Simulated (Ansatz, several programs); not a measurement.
An ordered 4-atom cell of BeSnSb2 on the zincblende lattice (P-4m2), relaxed with PBE in Ansatz (plane waves, PAW): it is tetragonal, P-4m2 (No. 115); conventional cell a = 4.350 Å, c = 6.117 Å, 28.93 Å³ an atom. Be is surrounded by 4 Sb at 2.50 Å; Sb is surrounded by 2 Be at 2.50 Å and 2 Sn at 2.84 Å; Sn is surrounded by 4 Sb at 2.84 Å. The cell was then scaled with its shape and fractional coordinates held, which makes it stiffer than a relaxed compression. These are computed values for a spin-unpolarised cell that may be hypothetical; none is a measurement.

```tsv
V (Å³/atom)	E (meV/atom)
27.198	17.75
28.934	0.00
29.802	3.69
30.670	14.09
```

Task: Pass a cubic E = c₀ + c₁u + c₂u² + c₃u³, with u = V − 29.151 Å³, through these points.

Result: c₀ = 0.23, c₁ = +2.154, c₂ = 5.075, c₃ = -0.3186 (meV and Å³).

Task: Where is the minimum, and what bulk modulus follows?

Result: dE/du = 0 at u = -0.208, so V₀ = 28.94 Å³. B = V₀ d²E/dV² = 28.94 × (2c₂ + 6c₃u) = 28.94 × 10.548 = 305 meV/Å³, and 1 meV/Å³ is 0.16022 GPa: 49 GPa. A third-order Birch-Murnaghan fit to all five points gives 28.94 Å³ and 48 GPa.

Task: Predict the energy and the pressure at the withheld volume, 28.066 Å³.

Result: With u = -1.085: E ≈ 4.27 meV and P = −dE/dV ≈ +1.60 GPa. The run gives 4.23 meV and, from its stress, +1.59 GPa.
